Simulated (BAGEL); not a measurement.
# A workflow on BSiH4OF (SMILES FBO[SiH3])

We compute a single-point energy (HF/def2-SV(P)), then a single-point energy (NEVPT2(2,2)/def2-SV(P)), then the energy (CASPT2(2,2)/def2-SV(P)) of BSiH4OF. 

The calculation is run with BAGEL 1.2.2.

1 further run of the same task is left out (set aside as unsound or not needed).

## 1. The system as given

BSiH4OF has 8 atoms, charge 0, and is taken as a singlet. SMILES: `FBO[SiH3]`. One bond was lengthened or shortened from a relaxed shape.

Bond lengths: F1–B2 1.324 Å, B2–O3 1.141 Å, O3–Si4 1.655 Å, B2–H5 1.198 Å, Si4–H6 1.481 Å, Si4–H7 1.485 Å, Si4–H8 1.481 Å. Angles: F1–B2–O3 118.3°, B2–O3–Si4 134.0°, F1–B2–H5 118.6°, O3–B2–H5 123.1°, O3–Si4–H6 108.0°, O3–Si4–H7 110.1°, O3–Si4–H8 108.0°, H6–Si4–H7 110.3°, H6–Si4–H8 110.2°, H7–Si4–H8 110.3°.

## 2. The energy at HF/def2-SV(P) (density fitting with svp-jkfit) (run 1)

The input, hf.json:

```json
{ "bagel": [

{
  "title": "molecule",
  "basis": "def2-sv_p_.json",
  "df_basis": "svp-jkfit",
  "angstrom": true,
  "geometry": [
    { "atom": "F", "xyz": [   -1.569718,   -1.652629,    1.232527 ] },
    { "atom": "B", "xyz": [   -0.655718,   -0.741029,    0.939427 ] },
    { "atom": "O", "xyz": [   -0.487500,   -0.477100,   -0.157600 ] },
    { "atom": "Si", "xyz": [    0.521000,    0.572800,   -0.945400 ] },
    { "atom": "H", "xyz": [   -0.045618,   -0.231929,    1.836227 ] },
    { "atom": "H", "xyz": [   -0.317100,    1.531000,   -1.702400 ] },
    { "atom": "H", "xyz": [    1.370700,    1.295700,    0.034600 ] },
    { "atom": "H", "xyz": [    1.365000,   -0.214300,   -1.873700 ] }
  ]
},
{ "title": "hf" },
{ "title": "print", "file": "orbitals.molden", "orbitals": true }

]}
```

The basis set def2-SV(P) is read from a file made from the Basis Set Exchange's data (not shown).

Launch:

```bash
$ BAGEL_NUM_THREADS=1 BAGEL hf.json > hf.out
```

What it wrote:

```text
* using 1 threads per process

  ===============================================================
  ===============================================================

  *** Geometry ***

  { "atom" : "F", "xyz" : [     -2.966337,     -3.123016,      2.329138 ] },
  { "atom" : "B", "xyz" : [     -1.239127,     -1.400342,      1.775260 ] },
  { "atom" : "O", "xyz" : [     -0.921241,     -0.901588,     -0.297821 ] },
  { "atom" : "Si", "xyz" : [      0.984547,      1.082435,     -1.786547 ] },
  { "atom" : "H", "xyz" : [     -0.086206,     -0.438282,      3.469966 ] },
  { "atom" : "H", "xyz" : [     -0.599232,      2.893171,     -3.217070 ] },
  { "atom" : "H", "xyz" : [      2.590248,      2.448518,      0.065385 ] },
  { "atom" : "H", "xyz" : [      2.579476,     -0.404968,     -3.540780 ] },

  Number of auxiliary basis functions:      429

  Since a DF basis is specified, we compute 2- and 3-index integrals:
    o Being stored without compression. Storage requirement is 0.016 GB

  Number of basis functions:       68
  Number of electrons      :       40

    * METHOD: MOLECULE                             0.21

  *** RHF ***

  === Nuclear Repulsion ===
   158.1235910903

      * DIIS with orbital gradients will be used.

  === RHF iteration (def2-sv_p_.json) ===
      0       -489.85592791          0.02474522           0.05
      1       -490.01785303          0.01517787           0.05
      2       -490.08522107          0.00148586           0.06
      3       -490.08636742          0.00029457           0.04
      4       -490.08640075          0.00008611           0.04
      5       -490.08640398          0.00003143           0.04
      6       -490.08640437          0.00000899           0.05
      7       -490.08640442          0.00000159           0.06
      8       -490.08640442          0.00000064           0.06
      9       -490.08640442          0.00000024           0.06
     10       -490.08640442          0.00000004           0.04
     11       -490.08640442          0.00000002           0.04
     12       -490.08640442          0.00000001           0.04
    * SCF iteration converged.

    * Permanent dipole moment:
           (   -0.727910,    -0.759010,     0.593050) a.u.

    * METHOD: HF                                   0.83

    * METHOD: PRINT                                0.01

  ===============================================================
```

Run time: 1.3 s. Hardware: 1 thread of Intel Xeon Platinum 8259CL at 2.50GHz (Skylake/Cascade Lake), shared host; peak memory 0.089 GiB.

## 3. A single-point energy at NEVPT2(2,2)/def2-SV(P) (density fitting with svp-jkfit) (run 2)

The input, input.json:

```json
{ "bagel": [

{
  "title": "molecule",
  "basis": "def2-sv_p_.json",
  "df_basis": "svp-jkfit",
  "angstrom": true,
  "geometry": [
    { "atom": "F", "xyz": [   -1.569718,   -1.652629,    1.232527 ] },
    { "atom": "B", "xyz": [   -0.655718,   -0.741029,    0.939427 ] },
    { "atom": "O", "xyz": [   -0.487500,   -0.477100,   -0.157600 ] },
    { "atom": "Si", "xyz": [    0.521000,    0.572800,   -0.945400 ] },
    { "atom": "H", "xyz": [   -0.045618,   -0.231929,    1.836227 ] },
    { "atom": "H", "xyz": [   -0.317100,    1.531000,   -1.702400 ] },
    { "atom": "H", "xyz": [    1.370700,    1.295700,    0.034600 ] },
    { "atom": "H", "xyz": [    1.365000,   -0.214300,   -1.873700 ] }
  ]
},
{ "title": "hf" },
{ "title": "nevpt2", "nstate": 1, "nact": 2, "nclosed": 19, "active": [10, 42], "maxiter": 200, "natocc": true, "ncore": 8 },
{ "title": "print", "file": "orbitals.molden", "orbitals": true }

]}
```

The basis set def2-SV(P) is read from a file made from the Basis Set Exchange's data (not shown).

Launch:

```bash
$ BAGEL_NUM_THREADS=1 BAGEL input.json > input.out
```

What it wrote:

```text
* using 1 threads per process

  ===============================================================
  ===============================================================

  *** Geometry ***

  { "atom" : "F", "xyz" : [     -2.966337,     -3.123016,      2.329138 ] },
  { "atom" : "B", "xyz" : [     -1.239127,     -1.400342,      1.775260 ] },
  { "atom" : "O", "xyz" : [     -0.921241,     -0.901588,     -0.297821 ] },
[... 4 lines of this table left out ...]
  { "atom" : "H", "xyz" : [      2.579476,     -0.404968,     -3.540780 ] },

  Number of auxiliary basis functions:      429

  Since a DF basis is specified, we compute 2- and 3-index integrals:
    o Being stored without compression. Storage requirement is 0.016 GB

[... 18 lines left out ...]
    * SCF iteration converged.
[... 1 line left out ...]
    * Permanent dipole moment:
[... 28 lines left out ...]
    * Second-order optimization converged. *

     guess   0:   closed 1.                   open ..

  === FCI iteration ===

      0  0      -490.08628130     9.43e-02      0.00
      1  0      -490.10094591     1.96e-03      0.00
      2  0 *    -490.10095707     4.48e-16      0.00

     * ci vector, state   0, <S^2> = 0.0000
       2.     0.9969820600
       .2    -0.0776322872

  === DF-NEVPT2 calculation ===

    * 3-index integral transformation done
    * assembly done

      NEVPT2 correlation energy:   -0.4924776227      0.12

          (+0)     -0.4078751947
          (+0)'    -0.0394177776
          (+1)     -0.0046482451
          (+1)'    -0.0000000000
          (+2)     -0.0002894400
          (-1)     -0.0348718735
          (-1)'     0.0000000000
          (-2)     -0.0053750917

      NEVPT2 total energy:       -490.5934346948

    * METHOD: NEVPT2                               4.73

    * METHOD: PRINT                                0.01

  ===============================================================
```

Run time: 6 s. Hardware: 1 thread of Intel Xeon Platinum 8259CL at 2.50GHz (Skylake/Cascade Lake), shared host; peak memory 0.14 GiB.

## 4. A single-point energy at CASPT2(2,2)/def2-SV(P) (density fitting with svp-jkfit) (run 3)

The input, input.json:

```json
{ "bagel" : [

{
  "title" : "molecule",
  "basis" : "def2-sv_p_.json",
  "df_basis" : "svp-jkfit",
  "angstrom" : true,
  "geometry" : [
    { "atom" : "F", "xyz" : [      -1.569718,      -1.652629,       1.232527 ] },
    { "atom" : "B", "xyz" : [      -0.655718,      -0.741029,       0.939427 ] },
    { "atom" : "O", "xyz" : [      -0.487500,      -0.477100,      -0.157600 ] },
    { "atom" : "Si", "xyz" : [       0.521000,       0.572800,      -0.945400 ] },
    { "atom" : "H", "xyz" : [      -0.045618,      -0.231929,       1.836227 ] },
    { "atom" : "H", "xyz" : [      -0.317100,       1.531000,      -1.702400 ] },
    { "atom" : "H", "xyz" : [       1.370700,       1.295700,       0.034600 ] },
    { "atom" : "H", "xyz" : [       1.365000,      -0.214300,      -1.873700 ] }
  ]
},

{
  "title" : "hf"
},

{
  "title" : "casscf",
  "nstate" : 1,
  "nact" : 2,
  "nclosed" : 19,
  "active" : [10, 42],
  "maxiter" : 200,
  "natocc" : true
},

{
  "title" : "print",
  "file" : "orbitals.molden",
  "orbitals" : true
},

{
  "title" : "smith",
  "method" : "caspt2",
  "ms" : true,
  "xms" : true,
  "sssr" : true,
  "shift" : 0.2,
  "shift_imag" : true,
  "ncore" : 8
}

]}
```

The basis set def2-SV(P) is read from a file made from the Basis Set Exchange's data (not shown).

Launch:

```bash
$ BAGEL_NUM_THREADS=1 BAGEL input.json > input.out
```

What it wrote:

```text
* using 1 threads per process

  ===============================================================
  ===============================================================

  *** Geometry ***

  { "atom" : "F", "xyz" : [     -2.966337,     -3.123016,      2.329138 ] },
  { "atom" : "B", "xyz" : [     -1.239127,     -1.400342,      1.775260 ] },
  { "atom" : "O", "xyz" : [     -0.921241,     -0.901588,     -0.297821 ] },
[... 4 lines of this table left out ...]
  { "atom" : "H", "xyz" : [      2.579476,     -0.404968,     -3.540780 ] },

  Number of auxiliary basis functions:      429

  Since a DF basis is specified, we compute 2- and 3-index integrals:
    o Being stored without compression. Storage requirement is 0.016 GB

[... 18 lines left out ...]
    * SCF iteration converged.
[... 1 line left out ...]
    * Permanent dipole moment:
[... 27 lines left out ...]
    * Second-order optimization converged. *
[... 9 lines left out ...]
     * ci vector, state   0, <S^2> = 0.0000
[... 16 lines left out ...]
    * Zeroth order energy : state  0       -1.6777512195
[... 4 lines left out ...]
       #      aibj      arbs      arbi      airj      risj      airs      arst      rist         Etot      error   time
[... 10 lines left out ...]
      ------------------------------------------------------------------------------------------------------------------

    * CASPT2 energy : state  0     -490.5958655103
        w/o shift correction       -490.5941553651
        reference weight              0.8831365137

    * METHOD: SMITH                                0.69

  ===============================================================
```

It took 6.6 s on 1 thread of Intel Xeon Platinum 8259CL at 2.50GHz (Skylake/Cascade Lake), shared host; peak memory 0.15 GiB.

## 5. Summary of results

| quantity | value |
| --- | --- |
| run 1, HF/def2-SV(P): total energy | -490.08640 Eh |
| run 1, HF/def2-SV(P): dipole moment | 3.07 D |
| run 1, HF/def2-SV(P): HOMO energy | -13.32 eV |
| run 1, HF/def2-SV(P): LUMO energy | 3.79 eV |
| run 1, HF/def2-SV(P): HOMO–LUMO gap | 17.11 eV |
| run 2, NEVPT2(2,2)/def2-SV(P): total energy | -490.59343 Eh |
| run 3, CASPT2(2,2)/def2-SV(P): total energy | -490.59587 Eh |
